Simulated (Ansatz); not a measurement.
What does this script print? It uses Ansatz's Python interface.

The script, `vh_orders.py`:
```python
# -*- coding: utf-8 -*-
"""Ferro, antiferro and non-magnetic states of VH."""

import warnings

import ansatz as az
import numpy as np


def count_gap(report):
    # lowest empty less highest filled band, counting bands; zero where they overlap
    return max(report.get("gap_by_band_count_ev") or 0.0, 0.0)

CELL = [
    [2.73558, 0.0, 0.0],
    [-1.36779, 2.369082, 0.0],
    [0.0, 0.0, 4.935968],
]
ATOMS = [
    ("V", [0.0, 0.0, 0.0]),
    ("V", [0.0, 0.0, 0.5]),
    ("H", [2 / 3, 1 / 3, 0.75]),
    ("H", [1 / 3, 2 / 3, 0.25]),
]


def build(moments):
    crystal = az.Crystal(lattice=az.Lattice.of(CELL))
    for (symbol, position), moment in zip(ATOMS, moments):
        crystal = crystal.atom(symbol, position, moment=moment or None)
    return crystal


def main():
    warnings.simplefilter("ignore", az.DeckWarning)

    # starting moments in muB, one an atom
    orders = {
        "FM": [1.2, 1.2, 0, 0],
        "AFM": [1.2, -1.2, 0, 0],
    }

    rows = []
    for label, moments in orders.items():
        job = (
            build(moments).calculation()
            .functional("LDA")
            .basis(39 * az.Ry)
            .kpoints(6, 6, 3)
            .occupations(az.OccupationsMethod.COLD, width=0.05)
            .mixing("broyden", ndim=4, beta=0.2)
            .initial_density(normalization="cell")
            .scf(max_iterations=60)
            .spin("collinear")
            .band_table()
        )
        summary = job.run().report
        rows.append((label, summary["free_energy_ev"], summary["magnetization_mub"], summary["absolute_magnetization_mub"], max(abs(m) for m in summary["site_moments_mub"]), count_gap(summary)))
        print(label, "site moments:", [round(m, 2) for m in summary["site_moments_mub"]])

    # the same cell with no spin polarisation
    plain = (
        build([0] * len(ATOMS)).calculation()
        .functional("LDA")
        .basis(39 * az.Ry)
        .kpoints(6, 6, 3)
        .occupations(az.OccupationsMethod.COLD, width=0.05)
        .mixing("broyden", ndim=4, beta=0.2)
        .initial_density(normalization="cell")
        .scf(max_iterations=60)
        .band_table()
    )
    summary = plain.run().report
    rows.append(("NM", summary["free_energy_ev"], 0.0, 0.0, 0.0, count_gap(summary)))

    lowest = min(row[1] for row in rows)
    rows = [(row[0], 1000 * (row[1] - lowest) / 2, *row[2:]) for row in sorted(rows, key=lambda row: row[1])]
    print("         order  meV/magnetic atom         net muB    absolute muB  largest site muB  gap by band count eV")
    for row in rows:
        print(f"{str(row[0]):>14s}  {row[1]:17.2f}  {row[2]:14.3f}  {row[3]:14.3f}  {row[4]:16.3f}  {row[5]:20.3f}")
    print("lowest of these starts:", rows[0][0])


if __name__ == "__main__":
    main()
```

```console
$ python vh_orders.py
RunWarning: the starting moments were not kept: the SCF closed with an absolute magnetisation of 1.3e-4 μB, where they sum to 2.4 μB in size (2 sites). That is at most 0.1 of that sum. Measured as dr2_m measures the in/out step, that magnetisation stands [...]
FM site moments: [-0.0, -0.0, -0.0, -0.0]
AFM site moments: [-0.0, 0.0, -0.0, -0.0]
         order  meV/magnetic atom         net muB    absolute muB  largest site muB  gap by band count eV
           AFM               0.00          -0.000           0.000             0.000                 0.000
            NM               0.00           0.000           0.000             0.000                 0.000
            FM               0.00          -0.000           0.000             0.000                 0.000
lowest of these starts: AFM
```
(Warnings from the package without file and line, shortened, repeats left out.)

Reading the output:
- These settings explore the input space; cutoff and mesh may be short of convergence.
- The SCF didn't keep the moments it started from (some shrank, vanished or turned); what is printed is the state reached.
- For a metal this k-point mesh is coarse: on a finer one energies can move by several to tens of meV an atom and pressures by half a GPa or more, differences at one mesh by less.
- A gap by band count of zero or less means overlapping bands, a metal.
- This cell is a computed structure, which may not be the phase found in nature.
- Gaps and levels are Kohn-Sham values on a finite set of k-points.
- Each row is the state reached from that start at the given structure, not necessarily the lowest of its order; other orders weren't tried.
- The script silences the warnings on its input, which a real study should read.
- Wall time of the script: 18 s on 1 thread of Arm Neoverse N1 (shared host), peak memory 0.38 GiB.
